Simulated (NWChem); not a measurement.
# One shape, several levels: BBrCl2 (bromodichloroborane)

Wanted: a comparison of 6 runs (PBE0/cc-pVDZ, B3LYP/cc-pVDZ, M06-L/cc-pVDZ, TPSS/cc-pVDZ, r2SCAN/cc-pVDZ, revPBE/cc-pVDZ) of BBrCl2 (bromodichloroborane). 

The results are computed with NWChem 7.3.0.

2 further runs of the same task are left out: 2 set aside as unsound or not needed.

## (1) The structure to begin with

BBrCl2: 4 atoms, total charge 0, spin state singlet. SMILES: `ClB(Cl)Br`. Geometry: relaxed at PBE0-D4/def2-TZVP.

Bond lengths: Cl1–B2 1.735 Å, B2–Cl3 1.735 Å, B2–Br4 1.901 Å. Angles: Cl1–B2–Cl3 120.1°, Cl1–B2–Br4 119.9°, Cl3–B2–Br4 119.9°.

## (2) Energy and gradient at PBE0/cc-pVDZ (run 1)

File bbrcl2.nw:

```
start bbrcl2
title "BBrCl2 PBE0"
memory 2200 mb

geometry units angstroms noautosym nocenter noautoz
 Cl    0.582100    0.666000    1.510800
 B     0.037200   -0.038100    0.022100
 Cl    0.444300   -1.679200   -0.365600
 Br   -1.008100    0.991100   -1.187600
end

basis spherical bse
 * library cc-pVDZ
end

dft
 xc pbe0
 grid xfine
 convergence energy 1e-08
 iterations 100
 mulliken
 print low
end

task dft gradient
```

Launch:

```sh
nwchem bbrcl2.nw > bbrcl2.out
```

Standard output:

```text
[...]
 d= 0,ls=0.0,diis     1  -3518.7887400832 -3.87D+03  1.43D-02  6.35D-01    12.4
[...]
 d= 0,ls=0.0,diis     8  -3518.8754173912 -1.64D-09  2.50D-06  5.49D-08    67.1
         Total DFT energy =    -3518.875417391218
      One electron energy =    -5586.241931321676
           Coulomb energy =     1867.265413360785
    Exchange-Corr. energy =     -151.308154003408
 Nuclear repulsion energy =      351.409254573081
[...]
      Total Density - Mulliken Population Analysis
     ---------------------------------------------
    Atom       Charge   Shell Charges
 -----------   ------   -------------------------------------------------------
    1 Cl  17    17.03   2.00  2.03  0.96  0.91  6.00  3.09  2.02  0.03
    2 B    5     4.90   2.01  0.65  0.18  1.52  0.28  0.25
    3 Cl  17    17.03   2.00  2.03  0.96  0.91  6.00  3.09  2.02  0.03
    4 Br  35    35.04   2.00  2.00  2.03  1.06  0.83  6.00  6.01  2.71  2.37  9.95  0.08
[...]
                         DFT ENERGY GRADIENTS
    atom               coordinates                        gradient
                 x          y          z           x          y          z
   1 Cl      1.100009   1.258558   2.854998   -0.001931  -0.002458  -0.005265
   2 B       0.070298  -0.071999   0.041763    0.002422  -0.002372   0.002852
   3 Cl      0.839605  -3.173228  -0.690884   -0.001438   0.005758   0.001328
   4 Br     -1.905033   1.872907  -2.244239    0.000947  -0.000928   0.001085
 Task  times  cpu:      108.2s     wall:      108.2s
 Total times  cpu:      108.2s     wall:      108.2s
```

Run time: 1.8 min. Hardware: 1 thread of Intel Xeon Platinum 8488C (Sapphire Rapids), shared host; peak memory 0.13 GiB.

## (3) Energy and gradient at B3LYP/cc-pVDZ (run 2)

File bbrcl2.nw:

```
start bbrcl2
title "BBrCl2"
memory stack 880 mb heap 220 mb global 1100 mb
geometry units angstroms noautosym nocenter noautoz
   Cl       0.582100       0.666000       1.510800
   B        0.037200      -0.038100       0.022100
   Cl       0.444300      -1.679200      -0.365600
   Br      -1.008100       0.991100      -1.187600
end
basis spherical bse
   * library cc-pVDZ
end
dft
   xc b3lyp
   mult 1
   grid xfine
   convergence energy 1e-08
   iterations 100
   mulliken
end
task dft gradient
```

Launch:

```sh
nwchem bbrcl2.nw > bbrcl2.out
```

Standard output:

```text
[...]
          Wavefunction type:  closed shell.
          No. of atoms     :     4
          No. of electrons :    74
[...]
          Charge           :     0
          Spin multiplicity:     1
[...]
          AO basis - number of functions:    77
[...]
              XC Information
              --------------
                         B3LYP Method XC Potential
                     Hartree-Fock (Exact) Exchange  0.200
                        Slater Exchange Functional  0.800 local
                    Becke 1988 Exchange Functional  0.720 non-local
              Lee-Yang-Parr Correlation Functional  0.810
                  VWN I RPA Correlation Functional  0.190 local
[...]
 d= 0,ls=0.0,diis     1  -3519.4702504579 -3.87D+03  1.51D-02  7.00D-01    12.4
[...]
 d= 0,ls=0.0,diis     8  -3519.5601355379  1.26D-09  4.08D-06  1.49D-07    67.0
         Total DFT energy =    -3519.560135537887
      One electron energy =    -5586.292036621644
           Coulomb energy =     1867.312417659635
    Exchange-Corr. energy =     -151.989771148959
 Nuclear repulsion energy =      351.409254573081
[...]
      Total Density - Mulliken Population Analysis
     ---------------------------------------------
    Atom       Charge   Shell Charges
 -----------   ------   -------------------------------------------------------
    1 Cl  17    17.02   2.00  2.03  0.97  0.88  6.00  3.09  2.01  0.03
    2 B    5     4.94   2.01  0.65  0.19  1.54  0.32  0.24
    3 Cl  17    17.02   2.00  2.03  0.97  0.88  6.00  3.09  2.01  0.03
    4 Br  35    35.02   2.00  2.00  2.03  1.09  0.79  6.00  6.01  2.71  2.36  9.95  0.08
[...]
  wavefunction    = closed shell
                         DFT ENERGY GRADIENTS
    atom               coordinates                        gradient
                 x          y          z           x          y          z
   1 Cl      1.100009   1.258558   2.854998   -0.003878  -0.004863  -0.010508
   2 B       0.070298  -0.071999   0.041763    0.002274  -0.002226   0.002680
   3 Cl      0.839605  -3.173228  -0.690884   -0.002905   0.011524   0.002621
   4 Br     -1.905033   1.872907  -2.244239    0.004509  -0.004435   0.005206
[...]
```

Run time: 1.8 min. Hardware: 1 thread of Intel Xeon Platinum 8488C (Sapphire Rapids), shared host; peak memory 0.12 GiB.

Runs 3 to 5 aren't shown in full; the table further down has their settings and results.

## (4) Energy and forces at revPBE/cc-pVDZ (run 6)

File run.py:

```python
from ase import Atoms
from ase.calculators.nwchem import NWChem

system = Atoms(['Cl', 'B', 'Cl', 'Br'], positions=[
    [0.582100, 0.666000, 1.510800],
    [0.037200, -0.038100, 0.022100],
    [0.444300, -1.679200, -0.365600],
    [-1.008100, 0.991100, -1.187600],
])

calc = NWChem(
    label='bbrcl2',
    theory='dft',
    memory='2200 mb',
    basis='cc-pVDZ',
    basispar='spherical bse',
    dft={'xc': 'revpbe cpbe96', 'mult': '1', 'grid': 'xfine', 'convergence': 'energy 1e-08', 'iterations': '100', 'mulliken': None},
)
system.calc = calc

forces = system.get_forces()
print("Total energy (eV):", round(system.get_potential_energy(), 6))
print("forces (eV/A):")
for s, f in zip(system.symbols, forces):
    print(f"{s:2s} {f[0]:10.5f} {f[1]:10.5f} {f[2]:10.5f}")
print("dipole (e A):", system.get_dipole_moment().round(4))
```

Launch:

```sh
export ASE_NWCHEM_COMMAND="nwchem PREFIX.nwi > PREFIX.nwo"
python run.py
```

Standard output:

```text
Total energy (eV): -95759.791295
forces (eV/A):
Cl    0.26385    0.33975    0.72083
B    -0.14696    0.14393   -0.17242
Cl    0.19679   -0.79231   -0.18589
Br   -0.31373    0.30869   -0.36253
dipole (e A): [-0.0011  0.0011 -0.0012]
```

The calculator wrote bbrcl2.nwi:

```
title "bbrcl2"

permanent_dir bbrcl2

scratch_dir bbrcl2

start bbrcl2

geometry units angstrom nocenter noautosym noautoz
  Cl 5.8209999999999995e-01 6.6600000000000004e-01 1.5107999999999999e+00
  B  3.7199999999999997e-02 -3.8100000000000002e-02 2.2100000000000002e-02
  Cl 4.4429999999999997e-01 -1.6792000000000000e+00 -3.6559999999999998e-01
  Br -1.0081000000000000e+00 9.9109999999999998e-01 -1.1876000000000000e+00
end

memory 2200 mb

basis spherical bse noprint
   * library cc-pVDZ
end

dft
  xc revpbe cpbe96
  mult 1
  grid xfine
  convergence energy 1e-08
  iterations 100
  mulliken
end

task dft gradient
```

bbrcl2.nwo:

```text
Northwest Computational Chemistry Package (NWChem) 7.3.0
             --------------------------------------------------------

           Job information
           ---------------

    nwchem branch   = 7.3.0
    use scalapack   = T
    input           = bbrcl2.nwi
    prefix          = bbrcl2.
    data base       = bbrcl2/bbrcl2.db
    status          = startup
    nproc           =        1

           Memory information
           ------------------

    heap     =     72089598 doubles =      550.0 Mbytes
    stack    =     72089595 doubles =      550.0 Mbytes
    global   =    144179200 doubles =     1100.0 Mbytes (distinct from heap & stack)
    total    =    288358393 doubles =     2200.0 Mbytes
    verify   = yes
    hardfail = no

           Directory information
           ---------------------

  0 permanent = bbrcl2
  0 scratch   = bbrcl2

                                NWChem Input Module
                                -------------------

                                      bbrcl2
                                      ------

[... 82 lines left out ...]
  convergence criterion.
[... 17 lines left out ...]
          Convergence on gradient requested:  5.00D-04
[... 23 lines left out ...]
          Convergence aids based upon iterative change in
[... 28 lines left out ...]
 1-e energy   =   -5585.103648
[... 40 lines left out ...]
         Total DFT energy =    -3519.107450444099
[... 2 lines left out ...]
    Exchange-Corr. energy =     -151.509216802113
[... 609 lines left out ...]
          Convergence on energy requested:  1.00D-08
[... 21 lines left out ...]
          Spatial weights used:  Erf1
[... 4 lines left out ...]
          total energy or number of iterations.
[... 18 lines left out ...]
                            NWChem DFT Gradient Module
                            --------------------------

                                      bbrcl2

  charge          =   0.00
  wavefunction    = closed shell

                         DFT ENERGY GRADIENTS

    atom               coordinates                        gradient
                 x          y          z           x          y          z
   1 Cl      1.100009   1.258558   2.854998   -0.005131  -0.006607  -0.014018
   2 B       0.070298  -0.071999   0.041763    0.002858  -0.002799   0.003353
   3 Cl      0.839605  -3.173228  -0.690884   -0.003827   0.015408   0.003615
   4 Br     -1.905033   1.872907  -2.244239    0.006101  -0.006003   0.007050

                 ----------------------------------------
                 |  Time  |  1-e(secs)   |  2-e(secs)   |
                 ----------------------------------------
                 |  CPU   |       0.01   |      38.14   |
                 ----------------------------------------
                 |  WALL  |       0.01   |      38.14   |
                 ----------------------------------------

 Task  times  cpu:      121.1s     wall:      121.1s
 Total times  cpu:      121.1s     wall:      121.1s
```

Run time: 2 min. Hardware: 1 thread of Intel Xeon Platinum 8488C (Sapphire Rapids), shared host; peak memory 0.13 GiB.

## (5) All runs side by side

```
run           level   energy (Eh)  largest force (eV/Å)  wall time
  1    PBE0/cc-pVDZ  -3518.875417                 0.315    1.8 min
  2   B3LYP/cc-pVDZ  -3519.560136                 0.628    1.8 min
  3   M06-L/cc-pVDZ  -3519.401179                 0.327    2.5 min
  4    TPSS/cc-pVDZ  -3519.459326                 0.671    2.3 min
  5  r2SCAN/cc-pVDZ  -3519.417832                 0.461    1.9 min
  6  revPBE/cc-pVDZ  -3519.107450                 0.839      2 min
```

## (6) Summary of results

| quantity | value |
| --- | --- |
| run 6: total energy | -3519.10745 Eh |
| run 6: dipole moment | 0.01 D |
| run 6: HOMO energy | -7.14 eV |
| run 6: LUMO energy | -2.41 eV |
| run 6: HOMO–LUMO gap | 4.73 eV |
| run 6: largest force on an atom | 0.839 eV/Å |

What this shows: Over runs 2, 3, 4, 5, 6 the dipole moment (its size) runs from 0.01 D (B3LYP/cc-pVDZ) to 0.12 D (M06-L/cc-pVDZ). Over runs 2, 3, 4, 5, 6 the HOMO–LUMO gap runs from 4.73 eV (revPBE/cc-pVDZ) to 6.47 eV (B3LYP/cc-pVDZ). Totals of different functionals can't be ranked against each other. All runs together took 12 min, the longest 2.5 min.
